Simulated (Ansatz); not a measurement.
# GaHCl₂ + HCl: a complex and its separated parts, part 2 of 2

Ansatz 0.2.0, Gaussian basis. The steps go on from the part before.

### 14 wB97X-V/def2-TZVPP

The inputs:

parta/in.yaml

```yaml
crystal:
  periodic: [false, false, false]
  atoms:
    - {symbol: Ga, position_ang: [-0.640040, 0.725216, 0.093786]}
    - {symbol: Cl, position_ang: [-1.026645, -0.420604, -1.657190]}
    - {symbol: Cl, position_ang: [0.813012, 2.263376, -0.132030]}
    - {symbol: H, position_ang: [-1.362635, 0.459339, 1.433170]}
basis:
  gaussian: {orbitals: def2-TZVPP}
hamiltonian: {xc: {name: wB97X-V}}
```

partb/in.yaml

```yaml
crystal:
  periodic: [false, false, false]
  atoms:
    - {symbol: Cl, position_ang: [1.282733, -1.276393, 0.698702]}
    - {symbol: H, position_ang: [0.933676, -1.750933, -0.436339]}
basis:
  gaussian: {orbitals: def2-TZVPP}
hamiltonian: {xc: {name: wB97X-V}}
```

The same command starts each run, in its folder.

Run with:

```sh
$ ansatz run in.yaml --threads 4 --pin off --events-out ev --progress --plain --max-ram 9574MiB
```

Output in parta (excerpt; [...] marks lines left out):

```text
Functional definition: wB97X-V
  name "wB97X-V"
  cite "Mardirossian & Head-Gordon, Phys. Chem. Chem. Phys. 16, 9904 (2014) doi:10.1039/C3CP54374A"
  cite "Becke, J. Chem. Phys. 107, 8554 (1997) doi:10.1063/1.475007"
  cite "Vydrov & Van Voorhis, J. Chem. Phys. 133, 244103 (2010) doi:10.1063/1.3521275"
[...]
      + integral(e_c_pw_opposite_spin*poly(b97_u_opposite, cos0, cos1)) + vv10(b, c)
1082 factors; their error is unknown
183 factors; integrals over basis functions are off by at most 4.0e-5 eV
[...]
mean field -77434.78903772 eV, -2845.6760099511 hartree, gradient 4.8e-5 eV, S^2 0.000000; 0 other end points of the search recorded, 0 dependent functions left out
reference -77434.78903607 eV, -2845.6760098905 hartree; 33, 33 occupied and 113, 113 virtual orbitals, 1082 factors
Total energy: -77434.78903607 eV, -2845.6760098905 hartree
```

Log of partb (excerpt; [...] marks lines left out):

```text
[... 5 set-up lines as earlier in the session ...]
[...]
      + integral(e_c_pw_opposite_spin*poly(b97_u_opposite, cos0, cos1)) + vv10(b, c)
369 factors; their error is unknown
62 factors; integrals over basis functions are off by at most 9.0e-5 eV
[...]
mean field -12537.61273308 eV, -460.7487696417 hartree, gradient 5.7e-5 eV, S^2 0.000000; 0 other end points of the search recorded, 0 dependent functions left out
reference -12537.61273213 eV, -460.7487696068 hartree; 9, 9 occupied and 47, 47 virtual orbitals, 369 factors
Total energy: -12537.61273213 eV, -460.7487696068 hartree
```

Wall times: 2.8 s (parta), 0.4 s (partb) on 4 threads of Arm Neoverse V1, shared host.

### 15 wB97M-V/def2-TZVPP

The same edit goes into each in.yaml of step 14 (parta, partb):

```diff
-hamiltonian: {xc: {name: wB97X-V}}
+hamiltonian: {xc: {name: wB97M-V}}
```

The same command starts each run, in its folder.

Run with:

```sh
$ ansatz run in.yaml --threads 4 --pin off --events-out ev --progress --plain --max-ram 9574MiB
```

Log of parta (excerpt; [...] marks lines left out):

```text
Functional definition: wB97M-V
  name "wB97M-V"
  cite "Mardirossian & Head-Gordon, J. Chem. Phys. 144, 214110 (2016) doi:10.1063/1.4952647"
[... 2 set-up lines as earlier in the session ...]
  # Of w^i u^j: cxij and so on, Table III.
[...]
  gx(w, u) = 1 - cx + cx01*u + cx10*w
[...]
      + integral(e_c_pw_mod_opposite_spin*gos(b97_w_opposite, b97_u_opposite)) + vv10(b, c)
1082 factors; their error is unknown
183 factors; integrals over basis functions are off by at most 4.0e-5 eV
[...]
mean field -77439.24872231 eV, -2845.8399003369 hartree, gradient 4.7e-5 eV, S^2 0.000000; 0 other end points of the search recorded, 0 dependent functions left out
reference -77439.24876252 eV, -2845.8399018146 hartree; 33, 33 occupied and 113, 113 virtual orbitals, 1082 factors
Total energy: -77439.24876252 eV, -2845.8399018146 hartree
```

partb printed (excerpt; [...] marks lines left out):

```text
[... 5 set-up lines as earlier in the session ...]
  # Of w^i u^j: cxij and so on, Table III.
[...]
  gx(w, u) = 1 - cx + cx01*u + cx10*w
[...]
      + integral(e_c_pw_mod_opposite_spin*gos(b97_w_opposite, b97_u_opposite)) + vv10(b, c)
369 factors; their error is unknown
62 factors; integrals over basis functions are off by at most 9.0e-5 eV
[...]
mean field -12538.73839198 eV, -460.7901368432 hartree, gradient 5.7e-5 eV, S^2 0.000000; 0 other end points of the search recorded, 0 dependent functions left out
reference -12538.73841503 eV, -460.7901376901 hartree; 9, 9 occupied and 47, 47 virtual orbitals, 369 factors
Total energy: -12538.73841503 eV, -460.7901376901 hartree
```

Times: 3.7 s (parta), 0.45 s (partb) on 4 threads of Arm Neoverse V1, shared host.

### 16 B2PLYP/def2-TZVPP

The same edit goes into each in.yaml of step 15 (parta, partb):

```diff
-hamiltonian: {xc: {name: wB97M-V}}
+hamiltonian: {xc: {name: B2PLYP}}
```

Each run has its own folder and the same command.

Run with:

```sh
$ ansatz run in.yaml --threads 4 --pin off --events-out ev --progress --plain --max-ram 9574MiB
```

Output in parta (excerpt; [...] marks lines left out):

```text
Functional definition: B2PLYP
  name "B2PLYP"
  cite "Grimme, J. Chem. Phys. 124, 034108 (2006) doi:10.1063/1.2148954"
[... 2 set-up lines as earlier in the session ...]
[...]
896 factors; integrals over basis functions are off by at most 8.9e-4 eV
[...]
mean field -77420.99544078 eV, -2845.1691046131 hartree, gradient 2.3e-6 eV, S^2 0.000000; 0 other end points of the search recorded, 0 dependent functions left out
19 core orbitals not correlated: weight in the atoms' cores, before any rotation towards them, 1.000 or more for the frozen orbitals, at most 0.000 for the correlated occupied ones
reference -77420.99559341 eV, -2845.1691102222 hartree; 14, 14 occupied and 113, 113 virtual orbitals, 896 factors
second order -19.85711326 eV of doubles, -0.00000000 eV of singles
Total energy: -77426.35701399 eV, -2845.3661387944 hartree
```

Log of partb (excerpt; [...] marks lines left out):

```text
[... 5 set-up lines as earlier in the session ...]
[...]
322 factors; integrals over basis functions are off by at most 1.4e-3 eV
[...]
mean field -12534.13736774 eV, -460.6210523209 hartree, gradient 9.7e-6 eV, S^2 0.000000; 0 other end points of the search recorded, 0 dependent functions left out
5 core orbitals not correlated: weight in the atoms' cores, before any rotation towards them, 1.000 or more for the frozen orbitals, at most 0.000 for the correlated occupied ones
reference -12534.13746450 eV, -460.6210558767 hartree; 4, 4 occupied and 47, 47 virtual orbitals, 322 factors
second order -6.68490710 eV of doubles, -0.00000000 eV of singles
Total energy: -12535.94238941 eV, -460.6873856440 hartree
```

They took 1.9 s (parta), 0.25 s (partb) on 4 threads of Arm Neoverse V1, shared host.

### 17 PBE-QIDH/def2-TZVPP

The same edit goes into each in.yaml of step 16 (parta, partb):

```diff
-hamiltonian: {xc: {name: B2PLYP}}
+hamiltonian: {xc: {name: PBE-QIDH}}
```

The same command starts each run, in its folder.

Run with:

```sh
$ ansatz run in.yaml --threads 4 --pin off --events-out ev --progress --plain --max-ram 9574MiB
```

Output in parta (excerpt; [...] marks lines left out):

```text
Functional definition: PBE-QIDH
  name "PBE-QIDH"
  cite "Brémond, Sancho-García, Pérez-Jiménez & Adamo, J. Chem. Phys. 141, 031101 (2014) doi:10.1063/1.4890314"
[... 1 set-up line as earlier in the session ...]
[...]
896 factors; integrals over basis functions are off by at most 8.9e-4 eV
[...]
mean field -77408.45064677 eV, -2844.7080919366 hartree, gradient 3.5e-6 eV, S^2 0.000000; 0 other end points of the search recorded, 0 dependent functions left out
19 core orbitals not correlated: weight in the atoms' cores, before any rotation towards them, 1.000 or more for the frozen orbitals, at most 0.000 for the correlated occupied ones
reference -77408.45065769 eV, -2844.7080923379 hartree; 14, 14 occupied and 113, 113 virtual orbitals, 896 factors
second order -18.34322861 eV of doubles, -0.00000000 eV of singles
Total energy: -77414.56506723 eV, -2844.9327927438 hartree
```

partb printed (excerpt; [...] marks lines left out):

```text
[... 4 set-up lines as earlier in the session ...]
[...]
322 factors; integrals over basis functions are off by at most 1.4e-3 eV
[...]
mean field -12531.03297763 eV, -460.5069680887 hartree, gradient 2.4e-6 eV, S^2 0.000000; 0 other end points of the search recorded, 0 dependent functions left out
5 core orbitals not correlated: weight in the atoms' cores, before any rotation towards them, 1.000 or more for the frozen orbitals, at most 0.000 for the correlated occupied ones
reference -12531.03298400 eV, -460.5069683227 hartree; 4, 4 occupied and 47, 47 virtual orbitals, 322 factors
second order -6.22514189 eV of doubles, -0.00000000 eV of singles
Total energy: -12533.10803130 eV, -460.5832249044 hartree
```

Wall times: 1.9 s (parta), 0.25 s (partb) on 4 threads of Arm Neoverse V1, shared host.

### 18 RPA on PBE/def2-TZVPP

The same edit goes into each in.yaml of step 17 (parta, partb):

```diff
-hamiltonian: {xc: {name: PBE-QIDH}}
+hamiltonian: {xc: pbe}
+correlation: {method: rpa}
```

The same command starts each run, in its folder.

Run with:

```sh
$ ansatz run in.yaml --threads 4 --pin off --events-out ev --progress --plain --max-ram 9574MiB
```

parta printed (excerpt; [...] marks lines left out):

```text
[... 4 set-up lines as earlier in the session ...]
[...]
896 factors; integrals over basis functions are off by at most 8.9e-4 eV
[...]
mean field -77425.05685507 eV, -2845.3183588355 hartree, gradient 9.5e-6 eV, S^2 0.000000; 0 other end points of the search recorded, 0 dependent functions left out
19 core orbitals not correlated: weight in the atoms' cores, before any rotation towards them, 1.000 or more for the frozen orbitals, at most 0.000 for the correlated occupied ones
reference -77359.79077173 eV, -2842.9198745114 hartree; 14, 14 occupied and 113, 113 virtual orbitals, 896 factors
Total energy: -77385.85170105 eV, -2843.8775959993 hartree
```

Log of partb (excerpt; [...] marks lines left out):

```text
[... 4 set-up lines as earlier in the session ...]
[...]
322 factors; integrals over basis functions are off by at most 1.4e-3 eV
[...]
mean field -12534.30960997 eV, -460.6273821061 hartree, gradient 3.3e-6 eV, S^2 0.000000; 0 other end points of the search recorded, 0 dependent functions left out
5 core orbitals not correlated: weight in the atoms' cores, before any rotation towards them, 1.000 or more for the frozen orbitals, at most 0.000 for the correlated occupied ones
reference -12519.65926588 eV, -460.0889918914 hartree; 4, 4 occupied and 47, 47 virtual orbitals, 322 factors
Total energy: -12529.02201396 eV, -460.4330665369 hartree
```

Times: 1.6 s (parta), 0.25 s (partb) on 4 threads of Arm Neoverse V1, shared host.

### 19 CCSD(T)/def2-TZVPP

Each input of step 18 (parta, partb) changes in the same lines:

```diff
-hamiltonian: {xc: pbe}
-correlation: {method: rpa}
+correlation: {method: ccsd_t}
```

One command serves all of them, each in its own folder.

Run with:

```sh
$ ansatz run in.yaml --threads 4 --pin off --events-out ev --progress --plain --max-ram 9574MiB
```

Output in parta (excerpt; [...] marks lines left out):

```text
Functional definition: HF
  name "HF"
  cite "Fock, Z. Phys. 61, 126 (1930) doi:10.1007/BF01340294"
[... 1 set-up line as earlier in the session ...]
[...]
896 factors; integrals over basis functions are off by at most 8.9e-4 eV
[...]
mean field -77361.28041481 eV, -2842.9746178849 hartree, gradient 2.8e-6 eV, S^2 0.000000; 0 other end points of the search recorded, 0 dependent functions left out
19 core orbitals not correlated: weight in the atoms' cores, before any rotation towards them, 1.000 or more for the frozen orbitals, at most 0.000 for the correlated occupied ones
reference -77361.28041481 eV, -2842.9746178849 hartree; 14, 14 occupied and 113, 113 virtual orbitals, 896 factors
second order -16.18947100 eV of doubles, -0.00000000 eV of singles
cycle   1  -16.48409630 eV  change   -2.9e-1 eV  update   9.2e-2
[...]
cycle   8  -17.00393866 eV  change   -2.7e-5 eV  update   3.3e-5
perturbative correction -0.71850260 eV, -0.0264044837 hartree
Total energy: -77379.00285607 eV, -2843.6259055887 hartree
```

partb printed (excerpt; [...] marks lines left out):

```text
[... 4 set-up lines as earlier in the session ...]
[...]
322 factors; integrals over basis functions are off by at most 1.4e-3 eV
[...]
mean field -12519.93380954 eV, -460.0990811847 hartree, gradient 2.9e-6 eV, S^2 0.000000; 0 other end points of the search recorded, 0 dependent functions left out
5 core orbitals not correlated: weight in the atoms' cores, before any rotation towards them, 1.000 or more for the frozen orbitals, at most 0.000 for the correlated occupied ones
reference -12519.93380954 eV, -460.0990811847 hartree; 4, 4 occupied and 47, 47 virtual orbitals, 322 factors
second order -5.53925145 eV of doubles, -0.00000000 eV of singles
cycle   1  -5.96027728 eV  change   -4.2e-1 eV  update   3.9e-2
[...]
cycle   7  -6.10181626 eV  change   -6.1e-6 eV  update   7.9e-6
perturbative correction -0.21572103 eV, -0.0079276016 hartree
Total energy: -12526.25134683 eV, -460.3312463979 hartree
```

Wall times: 12 s (parta), 0.25 s (partb) on 4 threads of Arm Neoverse V1, shared host; peak memory 0.82 GiB.

### 20 Vibrations of GaHCl₂

vib-parta/in.yaml

```yaml
crystal:
  periodic: [false, false, false]
  atoms:
    - {symbol: Ga, position_ang: [-0.640040, 0.725216, 0.093786]}
    - {symbol: Cl, position_ang: [-1.026645, -0.420604, -1.657190]}
    - {symbol: Cl, position_ang: [0.813012, 2.263376, -0.132030]}
    - {symbol: H, position_ang: [-1.362635, 0.459339, 1.433170]}
basis:
  gaussian: {orbitals: def2-TZVP}
hamiltonian: {xc: pbe0, dispersion: d4}
phonons: {temperatures: {t_min: 298.15, t_max: 900, t_step: 200}}
```

Run with:

```sh
$ ansatz run in.yaml --threads 4 --pin off --events-out ev --progress --plain --max-ram 9574MiB
```

The log of the run (excerpt; [...] marks lines left out):

```text
[... 5 set-up lines as earlier in the session ...]
[...]
993 factors; their error is unknown
[...]
mean field -77428.19433654 eV, -2845.4336591529 hartree, gradient 1.6e-5 eV, S^2 0.000000; 0 other end points of the search recorded, 0 dependent functions left out
[...]
Atom 1 at    -1.026645    -0.420604    -1.657190 Å, force     0.001258     0.001230    -0.000472 eV/Å
Atom 2 at     0.813012     2.263376    -0.132030 Å, force    -0.000194    -0.000849    -0.001579 eV/Å
Atom 3 at    -1.362635     0.459339     1.433170 Å, force     0.000378     0.000181    -0.000636 eV/Å
Dipole moment:    -0.166323    -0.061180     0.308314 e Å
Vibrations: 134.31 414.89 443.65 445.16 603.61 2064.96 cm⁻¹, zero-point energy 0.254577 eV
```

Wall time 24 s (4 threads of Arm Neoverse V1, shared host).

The modes, with what each moves most:

```csv
mode,wavenumber (cm⁻¹),character
1,134,bend
2,415,Ga–Cl stretch
3,444,out-of-plane bend
4,445,Ga–Cl stretch
5,604,bend
6,2065,Ga–H stretch
```

Vibrational sums (real modes only):

```csv
T (K),entropy (J/mol/K),heat capacity (J/mol/K)
298,24.5,29.9
498,41.9,37.4
698,55.2,41.1
898,65.9,43.5
```

### 21 Vibrations of HCl

vib-partb/in.yaml

```yaml
crystal:
  periodic: [false, false, false]
  atoms:
    - {symbol: Cl, position_ang: [1.282733, -1.276393, 0.698702]}
    - {symbol: H, position_ang: [0.933676, -1.750933, -0.436339]}
basis:
  gaussian: {orbitals: def2-TZVP}
hamiltonian: {xc: pbe0, dispersion: d4}
phonons: {temperatures: {t_min: 298.15, t_max: 900, t_step: 200}}
```

Run with:

```sh
$ ansatz run in.yaml --threads 4 --pin off --events-out ev --progress --plain --max-ram 9574MiB
```

The log of the run (excerpt; [...] marks lines left out):

```text
[... 5 set-up lines as earlier in the session ...]
[...]
312 factors; their error is unknown
[...]
mean field -12535.31645839 eV, -460.6643831033 hartree, gradient 4.2e-5 eV, S^2 0.000000; 0 other end points of the search recorded, 0 dependent functions left out
[...]
reference -12535.31637608 eV, -460.6643800782 hartree; 9, 9 occupied and 34, 34 virtual orbitals, 312 factors
Total energy: -12535.32105160 eV, -460.6645519004 hartree
Atom 0 at     1.282733    -1.276393     0.698702 Å, force     0.000552     0.000750     0.001794 eV/Å
Atom 1 at     0.933676    -1.750933    -0.436339 Å, force    -0.000552    -0.000750    -0.001794 eV/Å
Dipole moment:    -0.071679    -0.097446    -0.233080 e Å
Vibrations: 2997.51 cm⁻¹, zero-point energy 0.185822 eV
```

Run time: 1.1 s. Hardware: 4 threads of Arm Neoverse V1, shared host.

The modes, with what each moves most:

```csv
mode,wavenumber (cm⁻¹),character
1,2998,Cl–H stretch
```

Vibrational sums (real modes only):

```csv
T (K),entropy (J/mol/K),heat capacity (J/mol/K)
298,0.0,0.0
498,0.0,0.1
698,0.1,0.7
898,0.4,1.6
```

### 22 Complex less separated parts

The complex's own energies come from single points at the same levels.

Rows are in def2-TZVPP; times add the 3 runs of a level on a shared host, so small differences are noise.

Differences are taken before rounding.

```csv
method,rung,complex less parts (kJ/mol),from CCSD(T) (kJ/mol),time
SPW92,LDA,-47.2,-21.2,1.6 s
PBE-D4,GGA,-31.5,-5.6,2.2 s
BLYP-D4,GGA,-27.0,-1.0,2.4 s
r2SCAN-D4,meta-GGA,-31.8,-5.8,6.1 s
B97M-V,meta-GGA,-28.3,-2.4,11 s
PBE0-D4,hybrid,-30.8,-4.8,4.3 s
B3LYP-D4,hybrid,-27.6,-1.7,4 s
r2SCAN0-D4,hybrid,-31.3,-5.3,7.8 s
BHLYP-D4,hybrid,-29.2,-3.2,3.9 s
CAM-B3LYP-D4,range-separated hybrid,-27.5,-1.6,4.6 s
wB97X-V,range-separated hybrid,-28.8,-2.8,9.7 s
wB97M-V,range-separated hybrid,-30.4,-4.4,12 s
B2PLYP,double hybrid,-20.0,+5.9,6.4 s
PBE-QIDH,double hybrid,-27.4,-1.4,6.6 s
RPA on PBE,RPA,-22.1,+3.8,5.4 s
Hartree-Fock,wavefunction,-4.7,+21.3,
MP2,wavefunction,-29.5,-3.6,
CCSD,wavefunction,-22.6,+3.3,
CCSD(T),wavefunction,-26.0,0,79 s
```

Among the levels timed on like hardware and quicker than the yardstick, those that no quicker one beats, quickest first: SPW92 (1.6 s, -21.2 kJ/mol); PBE-D4 (2.2 s, -5.6 kJ/mol); BLYP-D4 (2.4 s, -1.0 kJ/mol).

For cost: BLYP-D4 gets within 1.0 kJ/mol in 2.4 s, where CCSD(T) took 79 s; the quickest level in the cost chart, SPW92, takes 1.6 s and misses by 21.2 kJ/mol.

The complex's zero-point energy, from a separate PBE0-D4 run, is 0.488 eV.

### 23 What came out

This closing draws on all 2 parts.

| quantity | value |
| --- | --- |
| complex less parts, CCSD(T)/def2-TZVPP | -26.0 kJ/mol |
| with zero-point energy | -21.3 kJ/mol |
| largest T1 diagnostic | 0.011 |

What this shows: At CCSD(T) the complex lies 26.0 kJ/mol below its parts. Among the functionals BLYP-D4 lands nearest to CCSD(T) (-1.0 kJ/mol) and SPW92 farthest (-21.2 kJ/mol). By rung, the mean size of the error is: LDA 21.2, GGA 3.3, meta-GGA 4.1, hybrid 3.8, range-separated hybrid 2.9, double hybrid 3.7 kJ/mol. PBE-D4 gives a relative energy 5.6 kJ/mol too low, outside chemical accuracy (1 kcal/mol, 4.2 kJ/mol). No counterpoise was applied, and triple zeta lacks some correlation, so the CCSD(T) reference has a basis error of its own, and close matches with it are partly luck.
